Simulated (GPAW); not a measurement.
The system is KPt.

```
CELL_PARAMETERS angstrom
3.00085 0.00000 0.00000
-1.50042 2.59881 0.00000
0.00000 0.00000 5.34558
ATOMIC_POSITIONS crystal
Pt 0.66667 0.33333 0.00000
K 0.00000 0.00000 0.50000
```

The cell comes from a database or a generator and needn't be the stable form of this composition.

- Program: GPAW 26.7.0
- Task: single point
- Functional: PBE
- Potentials or basis: GPAW PAW data sets (gpaw-data 1.2.1)
- Cutoff: 600 eV
- Basis: pw
- k mesh: 10 × 10 × 5
- Occupations: fermi-dirac, width 0.05 eV
- Spin: no spin polarisation

On this cell: pressure 0.5 GPa; largest force under 0.003 eV/Å; band gap on the k mesh none (metal or under the smearing width).

The same run follows on a disturbed copy (atoms moved at random, drawn with an rms of 0.05 Å):

```
CELL_PARAMETERS angstrom
3.00085 0.00000 0.00000
-1.50042 2.59881 0.00000
0.00000 0.00000 5.34558
ATOMIC_POSITIONS crystal
Pt 0.67869 0.34565 0.00563
K 0.97504 0.98655 0.50389
```

Task: What does the disturbed cell give?

Result: The energy (extrapolated to zero smearing) moves by +1.0 meV/atom; pressure 0.5 GPa; largest force 0.052 eV/Å; band gap on the k mesh none (metal or under the smearing width).

Forces in eV/Å, atoms in the order of the input:
```
Pt  -0.025 -0.027 -0.037
K    0.025  0.027  0.037
```

Stress tensor (GPa, compression positive):
```
-0.04 -0.34  0.01
-0.34  0.57  0.01
 0.01  0.01  0.99
```
